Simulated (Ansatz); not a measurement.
# Sn3GeO8: gaps at several levels of theory

The task here is to estimate one member of a computed series from the others.

Program: Ansatz 0.2.0. Level of theory: DFT PBEsol, scalar-relativistic, plane waves, PAW. These are calculated values, not measurements.

That is the level of the relaxation; later steps name their own.

## Starting point

The structure is orthorhombic, space group Immm (No. 71). The conventional cell has a = 6.263 Å, b = 6.626 Å, c = 6.642 Å, α = 90.00°, β = 90.00°, γ = 90.00°. Ge (site symmetry mmm) has 6 O at 1.92 to 1.97 Å as nearest neighbours. Around Sn (site symmetry mmm) lie 6 O at 2.01 to 2.08 Å. Sn (site symmetry 2mm) has 6 O at 2.04 to 2.08 Å as nearest neighbours. O (site symmetry m2m) has 1 Ge at 1.97 Å and 2 Sn at 2.06 Å as nearest neighbours. O (site symmetry m2m) is surrounded by 3 Sn at 2.01 to 2.04 Å. O (site symmetry m) has 1 Ge at 1.92 Å and 2 Sn at 2.08 Å as nearest neighbours.

Structure file:

```
Ge Sn O
1.0
    -0.00553    4.69083   -3.13150
     0.00553   -4.69083   -3.13150
    -4.69083    0.00553    3.13150
Ge Sn O
1 3 8
Direct
  0.50000 0.50000 0.00000
  0.00000 0.00000 0.00000
  0.24952 0.74952 0.50000
  0.75048 0.25048 0.50000
  0.50000 0.20247 0.70247
  0.00000 0.69684 0.69684
  0.54560 0.73278 0.81281
  0.08003 0.26722 0.81281
  0.50000 0.79753 0.29753
  0.00000 0.30316 0.30316
  0.91997 0.73278 0.18719
  0.45440 0.26722 0.18719
```

It is the result of an earlier relaxation at this level (volume 11.48 Å³/atom; gap on the mesh: 0.92 eV).

The first run:

The input, input.yaml:

```yaml
crystal:
  lattice:
    - [-0.0055282822, 4.6908283928, -3.1314976739]
    - [0.0055282822, -4.6908283928, -3.1314976739]
    - [-4.6908283928, 0.0055282822, 3.1314976739]
  atoms:
    - { symbol: Ge, position: [0.5, 0.5, 0.0] }
    - { symbol: Sn, position: [0.0, 0.0, 0.0] }
    - { symbol: Sn, position: [0.2495189494, 0.7495189494, 0.5] }
    - { symbol: Sn, position: [0.7504810506, 0.2504810506, 0.5] }
    - { symbol: O, position: [0.5, 0.2024680555, 0.7024680555] }
    - { symbol: O, position: [0.0, 0.6968409295, 0.6968409295] }
    - { symbol: O, position: [0.5455958075, 0.7327839376, 0.8128118699] }
    - { symbol: O, position: [0.0800279323, 0.2672160624, 0.8128118699] }
    - { symbol: O, position: [0.5, 0.7975319445, 0.2975319445] }
    - { symbol: O, position: [0.0, 0.3031590705, 0.3031590705] }
    - { symbol: O, position: [0.9199720677, 0.7327839376, 0.1871881301] }
    - { symbol: O, position: [0.4544041925, 0.2672160624, 0.1871881301] }
basis:
  ecutwfc: 420
kpoints:
  mp_grid: { grid: [6, 6, 6] }
  band_path: { path: [VBM, CBM], npoints: 2 }
hamiltonian:
  xc: pbesol
scf:
  occupations: { method: gaussian, width: 0.02 }
output:
  forces: true
  stress: true
  eigenvalues: true
```

Started as:

```sh
ansatz run input.yaml --threads 4 --pin off --max-ram 10240MiB --backend cpu --events-out ev --progress --plain --runs-dir out
```

Among the steps run: Band edges over the whole zone; The run at PBEsol; The run at PBEsol on the hybrid's mesh; Levels with HSE06; Levels with PBEsol, spin-orbit coupling; The run at r2SCAN.

One of the session's tables, all rows but one given; the rest of the session is left out.

```
                      level  gap (eV)  least direct gap (eV)
                     PBEsol      0.92                   0.92
PBEsol on the hybrid's mesh      0.92                   0.92
                      HSE06      2.76                   2.76
PBEsol, spin-orbit coupling      0.93                   0.93
                     r2SCAN         ?                      ?
```

Q: Estimate the row for r2SCAN from the others.

As computed: gap (eV): 1.67; least direct gap (eV): 1.67. In the column «gap (eV)» it lies between PBEsol, spin-orbit coupling (0.93) and HSE06 (2.76).

Gaps are by band count over the mesh and the named points; a gap of 0 means that the bands overlap or touch.
